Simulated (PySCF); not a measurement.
# [Nd(NH3)2]3+: forces at shaken geometries

How stiff is [Nd(NH3)2]3+? Its atoms are displaced at random by several amounts. The structure is generated, not taken from experiment.

Method: PBE0, Nd lcecp-1-SVP with ECP49, N def2-SVP, H def2-SVP; scalar-relativistic core potentials, no spin–orbit coupling; program: PySCF 2.14.0.

2 further runs of the same task are left out: 2 for a known fault of the program.

### 1 The system as given

9 atoms, charge 3, spin multiplicity 1.

Bond lengths: Nd1–N2 2.434 Å, Nd1–N6 2.434 Å, N2–H3 1.041 Å, N2–H4 1.040 Å, N2–H5 1.041 Å, N6–H7 1.041 Å, N6–H8 1.041 Å, N6–H9 1.040 Å. Angles: N2–Nd1–N6 112.3°, Nd1–N2–H3 115.4°, Nd1–N2–H4 116.7°, Nd1–N2–H5 115.0°, H3–N2–H4 102.6°, H3–N2–H5 102.4°, H4–N2–H5 102.7°, Nd1–N6–H7 114.7°, Nd1–N6–H8 116.1°, Nd1–N6–H9 116.3°, H7–N6–H8 102.5°, H7–N6–H9 102.6°, H8–N6–H9 102.6°.

Geometry (Å):

```tsv
atom	x (Å)	y (Å)	z (Å)
Nd1	0.8951	-0.7432	0.0002
N2	-0.1474	0.1240	2.0214
H3	0.4301	0.7947	2.5694
H4	-1.0424	0.6391	1.9019
H5	-0.3910	-0.5948	2.7341
N6	-0.1449	0.1254	-2.0222
H7	0.3587	-0.1036	-2.9038
H8	-1.1102	-0.2090	-2.2205
H9	-0.2457	1.1592	-2.0804
```

Formal oxidation states: Nd +3. Each metal's 3 4f electrons lie in its core potential, so multiplicities, spins and levels count the valence alone. An earlier session relaxed this geometry at PBE0, Nd lcecp-1-SVP with ECP49, N def2-SVP, H def2-SVP (singlet, point group C1).

Its energy there is -145.681031 Eh.

### 2 Atoms moved at random, σ = 0.06 Å

File run.py (the lines that set the calculation):

```python
mol = gto.M(atom='''
Nd     0.84322    -0.76684    -0.03806
N     -0.12803     0.12525     1.99546
H      0.46526     0.78058     2.64816
H     -1.00710     0.70536     1.93011
H     -0.33303    -0.56587     2.72766
N     -0.15085     0.13414    -1.94929
H      0.29804    -0.11918    -2.92875
H     -1.14175    -0.19978    -2.26137
H     -0.24339     1.09817    -2.12392''',
    basis={'Nd': 'lcecp-1-SVP', 'N': 'def2-SVP', 'H': 'def2-SVP'},
    ecp={'Nd': 'lcecp-1-SVP'},
    charge=3, spin=0)
mf = dft.RKS(mol, xc='PBE0')
mf.grids.atom_grid = (50, 194)  # f atoms: unpruned, at least (60, 302)
mf = mf.density_fit()  # fitting sets: Nd AutoAux, N def2-universal-JKFIT, H def2-universal-JKFIT
mf.conv_tol = 1e-08; mf.max_cycle = 55
mf.kernel(dm0)  # dm0: the density of the relaxed state
```

The run is started by

```sh
> OMP_NUM_THREADS=2 python run.py
```

### 3 Atoms moved at random, σ = 0.1 Å

File run.py (the lines that set the calculation):

```python
mol = gto.M(atom='''
Nd     0.78373    -0.77232    -0.18822
N     -0.19075     0.13914     2.27646
H      0.42122     0.78916     2.48049
H     -0.89997     0.63138     1.85941
H     -0.33022    -0.56915     2.76758
N     -0.18310     0.17599    -1.90286
H      0.39659    -0.23471    -2.85697
H     -1.19109    -0.21318    -2.29076
H     -0.20406     1.24551    -2.14513''',
    basis={'Nd': 'lcecp-1-SVP', 'N': 'def2-SVP', 'H': 'def2-SVP'},
    ecp={'Nd': 'lcecp-1-SVP'},
    charge=3, spin=0)
mf = dft.RKS(mol, xc='PBE0')
mf.grids.atom_grid = (50, 194)  # f atoms: unpruned, at least (60, 302)
mf = mf.density_fit()  # fitting sets: Nd AutoAux, N def2-universal-JKFIT, H def2-universal-JKFIT
mf.conv_tol = 1e-08; mf.max_cycle = 55
mf.kernel(dm0)  # dm0: the density of the relaxed state
```

### 4 Atoms moved at random, σ = 0.06 Å

File run.py (the lines that set the calculation):

```python
mol = gto.M(atom='''
Nd     0.82224    -0.68238    -0.03623
N     -0.06006     0.12902     1.95281
H      0.38084     0.78230     2.59340
H     -1.06959     0.59890     1.82383
H     -0.44198    -0.63731     2.71223
N     -0.15743     0.08776    -1.96779
H      0.45108    -0.02225    -2.86499
H     -1.11485    -0.17747    -2.16881
H     -0.20788     1.11325    -2.04446''',
    basis={'Nd': 'lcecp-1-SVP', 'N': 'def2-SVP', 'H': 'def2-SVP'},
    ecp={'Nd': 'lcecp-1-SVP'},
    charge=3, spin=0)
mf = dft.RKS(mol, xc='PBE0')
mf.grids.atom_grid = (50, 194)  # f atoms: unpruned, at least (60, 302)
mf = mf.density_fit()  # fitting sets: Nd AutoAux, N def2-universal-JKFIT, H def2-universal-JKFIT
mf.conv_tol = 1e-08; mf.max_cycle = 55
mf.kernel(dm0)  # dm0: the density of the relaxed state
```

Before running it: what results should come out? Wanted: for each run, σ; energy rise; harmonic estimate −½ F·u; largest force component.

**Answer**, as computed:

| σ (Å) | energy rise (eV) | harmonic estimate −½ F·u (eV) | largest force component (eV/Å) |
| --- | --- | --- | --- |
| 0.06 | 0.411 | 0.405 | 3.49 |
| 0.1 | 2.942 | 2.739 | 10.21 |
| 0.06 | 0.637 | 0.623 | 4.79 |

Every displacement raises the energy. For a harmonic well the rise equals −½ F·u; the two differ by at most 7 % here (a move with σ = 0.1 Å), from anharmonicity, the grid and the small forces left at the relaxed point. These are double-zeta-type bases without diffuse functions. Spin–orbit coupling is left out.
